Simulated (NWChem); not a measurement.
**One shape, several levels: SnH4O (Sn(OH)H3)**

Aim: a comparison of 6 runs (HF/3-21G, BP86/def2-TZVP, BP86/3-21G, M06-2X/def2-SVP, PBE0/def2-SVP, TPSSh/def2-SVP) of SnH4O (Sn(OH)H3). 

Program for the calculation: NWChem 7.3.0.

### 1 The system as given

The species is SnH4O (6 atoms), meant as a singlet with charge 0. SMILES: `[H][Sn]([H])([H])[OH]`. Geometry: a GFN2-xTB relaxation, a rough one for these elements and not checked as a minimum.

Bond lengths: Sn1–O2 1.938 Å, O2–H3 0.954 Å, Sn1–H4 1.666 Å, Sn1–H5 1.667 Å, Sn1–H6 1.644 Å. Angles: Sn1–O2–H3 118.3°, O2–Sn1–H4 108.6°, O2–Sn1–H5 108.5°, O2–Sn1–H6 100.8°, H4–Sn1–H5 111.0°, H4–Sn1–H6 113.6°, H5–Sn1–H6 113.7°.

### 2 Energy and gradient at HF/3-21G (run 1)

Input file h4osn.nw:

```
start h4osn
memory total 2200 mb
charge 0

geometry units angstroms noautosym nocenter noautoz
  Sn   -0.060220   -0.114290   -0.493920
  O    -0.069620   -0.117330    1.444490
  H     0.329190    0.619730    1.899900
  H     1.521950   -0.114420   -1.016810
  H    -0.865380    1.244450   -1.025730
  H    -0.855920   -1.518130   -0.807930
end

basis "ao basis" spherical bse
  * library 3-21G
end

scf
  thresh 1e-08
  maxiter 80
  noprint "final vectors analysis"
end

task scf gradient
```

Command:

```bash
nwchem h4osn.nw > h4osn.out
```

Log:

```text
[...]
  functions       =    48
[...]
  wavefunction    = RHF
[...]
         Total SCF energy =  -6073.019260246457
      One-electron energy =  -8732.718183653607
      Two-electron energy =   2482.305096562447
 Nuclear repulsion energy =    177.393826844703
        Time for solution =      3.0s
[...]
                         RHF ENERGY GRADIENTS
    atom               coordinates                        gradient
                 x          y          z           x          y          z
   1 Sn     -0.113799  -0.215977  -0.933373   -0.000039   0.000089  -0.021230
   2 O      -0.131563  -0.221722   2.729690    0.000745   0.001310   0.002190
   3 H       0.622079   1.171120   3.590290   -0.003664  -0.006746  -0.012572
   4 H       2.876068  -0.216222  -1.921492   -0.022181  -0.000035   0.010129
   5 H      -1.635331   2.351670  -1.938349    0.011287  -0.018997   0.010226
   6 H      -1.617454  -2.868850  -1.526766    0.013851   0.024379   0.011257
[...]
```

Run time: 4.8 s. Hardware: 1 thread of Intel Xeon Platinum 8488C (Sapphire Rapids), shared host; peak memory 0.099 GiB.

### 3 Energy and forces at BP86/def2-TZVP (core potential) (run 2)

Input file input.xyz:

```xyz
6

Sn    -0.060220    -0.114290    -0.493920
O     -0.069620    -0.117330     1.444490
H      0.329190     0.619730     1.899900
H      1.521950    -0.114420    -1.016810
H     -0.865380     1.244450    -1.025730
H     -0.855920    -1.518130    -0.807930
```

Input file run.py:

```python
from ase.io import read
from ase.calculators.nwchem import NWChem

mol = read('input.xyz')

calc = NWChem(
    label='input',
    theory='dft',
    memory='2200 mb',
    basis='def2-TZVP',
    basispar='spherical bse',
    dft={'xc': 'becke88 perdew86', 'mult': '1', 'grid': 'fine', 'convergence': 'energy 1e-08', 'iterations': '100', 'mulliken': None, 'print': 'low'},
    **{'ecp bse': {'Sn library': 'def2-TZVP'}},
)
mol.calc = calc

forces = mol.get_forces()
print("Total energy (eV):", round(mol.get_potential_energy(), 6))
print("forces (eV/A):")
for s, f in zip(mol.symbols, forces):
    print(f"{s:2s} {f[0]:10.5f} {f[1]:10.5f} {f[2]:10.5f}")
```

Command:

```bash
export ASE_NWCHEM_COMMAND="nwchem PREFIX.nwi > PREFIX.nwo"
python run.py
```

Log:

```text
Total energy (eV): -7947.600792
forces (eV/A):
Sn    0.14974    0.26853   -0.39204
O    -0.41235   -0.75051    0.95583
H     0.37893    0.69620    0.25881
H     0.78280   -0.00627   -0.28611
H    -0.40330    0.66489   -0.29120
H    -0.49586   -0.87284   -0.24528
```

The calculator wrote input.nwi:

```
title "input"

permanent_dir input

scratch_dir input

start input

geometry units angstrom nocenter noautosym noautoz
  Sn -6.0220000000000003e-02 -1.1429000000000000e-01 -4.9392000000000003e-01
  O  -6.9620000000000001e-02 -1.1733000000000000e-01 1.4444900000000001e+00
  H  3.2918999999999998e-01 6.1973000000000000e-01 1.8998999999999999e+00
  H  1.5219499999999999e+00 -1.1441999999999999e-01 -1.0168100000000000e+00
  H  -8.6538000000000004e-01 1.2444500000000001e+00 -1.0257300000000000e+00
  H  -8.5592000000000001e-01 -1.5181300000000000e+00 -8.0793000000000004e-01
end

memory 2200 mb

basis spherical bse noprint
   * library def2-TZVP
end

dft
  xc becke88 perdew86
  mult 1
  grid fine
  convergence energy 1e-08
  iterations 100
  mulliken
  print low
end
ecp bse
  Sn library def2-TZVP
end

task dft gradient
```

input.nwo:

```text
Northwest Computational Chemistry Package (NWChem) 7.3.0
             --------------------------------------------------------

           Job information
           ---------------

    nwchem branch   = 7.3.0
    use scalapack   = T
    input           = input.nwi
    prefix          = input.
    data base       = input/input.db
    status          = startup
    nproc           =        1

           Memory information
           ------------------

    heap     =     72089596 doubles =      550.0 Mbytes
    stack    =     72089601 doubles =      550.0 Mbytes
    global   =    144179200 doubles =     1100.0 Mbytes (distinct from heap & stack)
    total    =    288358397 doubles =     2200.0 Mbytes
    verify   = yes
    hardfail = no

[... 38 lines left out ...]
            Nuclear Dipole moment (a.u.)
[... 78 lines left out ...]
   convergence    iter        energy       DeltaE   RMS-Dens  Diis-err    time
[... 13 lines left out ...]
         Total DFT energy =     -292.068944413535
      One electron energy =     -649.103453091107
           Coulomb energy =      301.713043713358
    Exchange-Corr. energy =      -28.278684576753
 Nuclear repulsion energy =       83.600149540967
[... 31 lines left out ...]
                         DFT ENERGY GRADIENTS

    atom               coordinates                        gradient
                 x          y          z           x          y          z
   1 Sn     -0.113799  -0.215977  -0.933373   -0.002912  -0.005222   0.007624
   2 O      -0.131563  -0.221722   2.729690    0.008019   0.014595  -0.018588
   3 H       0.622079   1.171120   3.590290   -0.007369  -0.013539  -0.005033
   4 H       2.876068  -0.216222  -1.921492   -0.015223   0.000122   0.005564
   5 H      -1.635331   2.351670  -1.938349    0.007843  -0.012930   0.005663
   6 H      -1.617454  -2.868850  -1.526766    0.009643   0.016974   0.004770

 Task  times  cpu:       33.1s     wall:       33.1s
 Total times  cpu:       33.1s     wall:       33.1s
```

It took 34 s on 1 thread of Intel Xeon Platinum 8488C (Sapphire Rapids), shared host; peak memory 0.13 GiB.

### 4 Energy and forces at BP86/3-21G (run 3)

Input file h4osn.nw:

```
start h4osn
title "Sn(OH)H3"
memory total 2200 mb
geometry noautosym nocenter noautoz
  Sn   -0.060220   -0.114290   -0.493920
  O    -0.069620   -0.117330    1.444490
  H     0.329190    0.619730    1.899900
  H     1.521950   -0.114420   -1.016810
  H    -0.865380    1.244450   -1.025730
  H    -0.855920   -1.518130   -0.807930
end
basis spherical bse
  Sn library 3-21G
  O library 3-21G
  H library 3-21G
end
dft
  xc becke88 perdew86
  grid xfine
  convergence energy 1e-08
  maxiter 100
  mulliken
end
task dft gradient
```

Command:

```bash
nwchem h4osn.nw > h4osn.out
```

Log:

```text
[...]
          Wavefunction type:  closed shell.
          No. of atoms     :     6
          No. of electrons :    62
[...]
          Charge           :     0
          Spin multiplicity:     1
[...]
          AO basis - number of functions:    48
[...]
              XC Information
              --------------
                    Becke 1988 Exchange Functional  1.000
                Perdew 1981 Correlation Functional  1.000 local
                Perdew 1986 Correlation Functional  1.000 non-local
[...]
 d= 0,ls=0.0,diis     1  -6076.4169686140 -6.25D+03  5.97D-02  7.22D-01     1.2
[...]
 d= 0,ls=0.0,diis    10  -6076.4996186650 -1.07D-09  1.37D-07  2.99D-11     9.2
         Total DFT energy =    -6076.499618665010
      One electron energy =    -8734.943747949132
           Coulomb energy =     2652.912398940764
    Exchange-Corr. energy =     -171.862096501345
 Nuclear repulsion energy =      177.393826844703
[...]
      Total Density - Mulliken Population Analysis
     ---------------------------------------------
    Atom       Charge   Shell Charges
 -----------   ------   -------------------------------------------------------
    1 Sn  50    49.24   2.00  2.00  6.00  2.00  5.99  2.00  5.95  0.91  1.58  0.34  0.50 10.00  9.97
    2 O    8     8.66   1.98  0.42  2.13  1.48  2.65
    3 H    1     0.65   0.45  0.20
    4 H    1     1.16   0.41  0.74
    5 H    1     1.16   0.41  0.74
    6 H    1     1.13   0.42  0.71
[...]
  wavefunction    = closed shell
                         DFT ENERGY GRADIENTS
    atom               coordinates                        gradient
                 x          y          z           x          y          z
   1 Sn     -0.113799  -0.215977  -0.933373   -0.002968  -0.005288  -0.008382
   2 O      -0.131563  -0.221722   2.729690    0.018414   0.033681  -0.004561
   3 H       0.622079   1.171120   3.590290   -0.017990  -0.033147  -0.021421
   4 H       2.876068  -0.216222  -1.921492   -0.026426   0.000532   0.012653
   5 H      -1.635331   2.351670  -1.938349    0.013899  -0.022361   0.012813
   6 H      -1.617454  -2.868850  -1.526766    0.015071   0.026583   0.008899
[...]
```

Wall time 12 s (1 thread of Intel Xeon Platinum 8488C (Sapphire Rapids), shared host); peak memory 0.13 GiB.

Runs 4 to 5 aren't shown in full; the table further down has their settings and results.

### 5 Energy and forces at TPSSh/def2-SVP (core potential) (run 6)

Input file input.nw:

```
start input
title "H4OSn gradient"
memory stack 880 mb heap 220 mb global 1100 mb

geometry units atomic noautosym nocenter noautoz
Sn -0.11379931 -0.21597680 -0.93337353
O  -0.13156273 -0.22172157  2.72969049
H   0.62207894  1.17111997  3.59029066
H   2.87606868 -0.21622246 -1.92149242
H  -1.63533119  2.35166968 -1.93834878
H  -1.61745438 -2.86884992 -1.52676643
end

basis spherical bse
Sn library def2-SVP
O library def2-SVP
H library def2-SVP
end

ecp bse
Sn library def2-SVP
end

dft
xc xctpssh
grid xfine
convergence energy 1e-08
iterations 100
mulliken
noprint "final vectors analysis"
end

task dft gradient
```

Command:

```bash
nwchem input.nw > input.out
```

Log:

```text
[...]
          Wavefunction type:  closed shell.
          No. of atoms     :     6
          No. of electrons :    34
[...]
          Charge           :     0
          Spin multiplicity:     1
[...]
          AO basis - number of functions:    60
[...]
              XC Information
              --------------
                  TPSS hybrid Method XC Functional
                     Hartree-Fock (Exact) Exchange  0.100
                  TPSS metaGGA Exchange Functional  0.900
             TPSS03 metaGGA Correlation Functional  1.000
[...]
 d= 0,ls=0.0,diis     1   -291.6919179034 -3.75D+02  2.98D-02  5.36D-01     2.8
[...]
 d= 0,ls=0.0,diis     8   -291.7639780719  6.78D-11  1.94D-06  1.93D-08    18.6
         Total DFT energy =     -291.763978071944
      One electron energy =     -648.929826073695
           Coulomb energy =      301.674821598902
    Exchange-Corr. energy =      -28.109117088084
 Nuclear repulsion energy =       83.600143490933
[...]
      Total Density - Mulliken Population Analysis
     ---------------------------------------------
    Atom       Charge   Shell Charges
 -----------   ------   -------------------------------------------------------
    1 Sn  22    21.35   0.42  1.60  1.05  0.16  2.77  3.24  1.48  0.46  9.70  0.46
    2 O    8     8.50   1.99  1.07  0.70  2.84  1.88  0.01
    3 H    1     0.82   0.69  0.06  0.07
    4 H    1     1.12   0.71  0.40  0.01
    5 H    1     1.12   0.71  0.40  0.01
    6 H    1     1.10   0.72  0.37  0.01
[...]
  wavefunction    = closed shell
                         DFT ENERGY GRADIENTS
    atom               coordinates                        gradient
                 x          y          z           x          y          z
   1 Sn     -0.113799  -0.215977  -0.933374   -0.003114  -0.005518   0.008724
   2 O      -0.131563  -0.221722   2.729690    0.007188   0.013006  -0.022365
   3 H       0.622079   1.171120   3.590291   -0.006516  -0.011952  -0.004526
   4 H       2.876069  -0.216222  -1.921492   -0.014786   0.000256   0.006325
   5 H      -1.635331   2.351670  -1.938349    0.007741  -0.012484   0.006423
   6 H      -1.617454  -2.868850  -1.526766    0.009486   0.016692   0.005420
[...]
```

Wall time 24 s (1 thread of Intel Xeon Platinum 8488C (Sapphire Rapids), shared host); peak memory 0.14 GiB.

### 6 Overview of the runs

```
run                             level  iteration cap  module   energy (Eh)  dipole moment (D)  largest force (eV/Å)  wall time
  1                          HF/3-21G             80     scf  -6073.019260               2.18                 1.554      4.8 s
  2   BP86/def2-TZVP (core potential)            100     dft   -292.068944                  –                 1.283       34 s
  3                        BP86/3-21G            100     dft  -6076.499619               1.64                 2.230       12 s
  4  M06-2X/def2-SVP (core potential)            100     dft   -291.726736               1.75                 1.148       26 s
  5    PBE0/def2-SVP (core potential)            100     dft   -291.753891               1.66                 1.215       18 s
  6   TPSSh/def2-SVP (core potential)            100     dft   -291.763978               1.56                 1.381       24 s
```

### 7 Results

| quantity | value |
| --- | --- |
| run 6: total energy | -291.76398 Eh |
| run 6: dipole moment | 1.56 D |
| run 6: largest force on an atom | 1.381 eV/Å |

What this shows: Over runs 1, 3, 4, 5, 6 the dipole moment (its size) runs from 1.56 D (TPSSh/def2-SVP) to 2.18 D (HF/3-21G). The two ends differ in method and basis and core potential. Over runs 3, 4, 5 the HOMO–LUMO gap runs from 5.18 eV (BP86/3-21G) to 10.18 eV (M06-2X/def2-SVP). Totals of different functionals can't be ranked against each other. Some runs of one species differ in core potentials or relativity; totals across that change don't compare. In runs 1, 3 relativity is left out where basis or elements ask for it. All runs together took 2 min, the longest 34 s.
